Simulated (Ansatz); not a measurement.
# In3Se under changes of volume

One of the cells (27.713 Å³/atom); the others are scaled copies at fixed shape and fractional positions:

```
In Se
1.0
     4.80376    0.00000    0.00000
     0.00000    4.80376    0.00000
     0.00000    0.00000    4.80376
In Se
3 1
Direct
  0.50000 0.50000 0.00000
  0.50000 0.00000 0.50000
  0.00000 0.50000 0.50000
  0.00000 0.00000 0.00000
```

The cell comes from a database or a generator and needn't be the stable form of this composition.

```yaml
Program: Ansatz 0.2.0
Functional: PBEsol
Potentials_or_basis: all-electron LAPW, scalar-relativistic
Cutoff: 160 eV (chosen from the basis error)
Basis_error_allowed: 0.001 eV/atom
k_mesh: 6 × 6 × 6
Occupations: fermi-dirac, width 0.05 eV
Spin: no spin polarisation
```

```csv
volume (Å³/atom),energy over the lowest point (meV/atom),pressure (GPa)
26.050,0.00,-0.9
26.604,?,?
27.159,11.80,-2.4
27.713,21.07,-2.9
28.267,32.20,-3.5
28.822,44.94,-3.9
29.376,59.14,-4.3
```

**Question.** What does the run at 26.604 Å³/atom give?

**Answer.** Energy over the lowest point 4.66 meV/atom; pressure -1.7 GPa.

Worked out: A Birch-Murnaghan fit of order 3 (a polynomial in V^(-2/3)) to the other rows has its minimum at 25.43 Å³/atom, just outside them, with B0 = V·E''(V) = 43 GPa and B' = 5.1. It gives 4.68 meV/atom at 26.604 Å³/atom, against the run's 4.66, and -dE/dV = -1.7 GPa, against -1.7.

Energies are extrapolated to zero smearing.
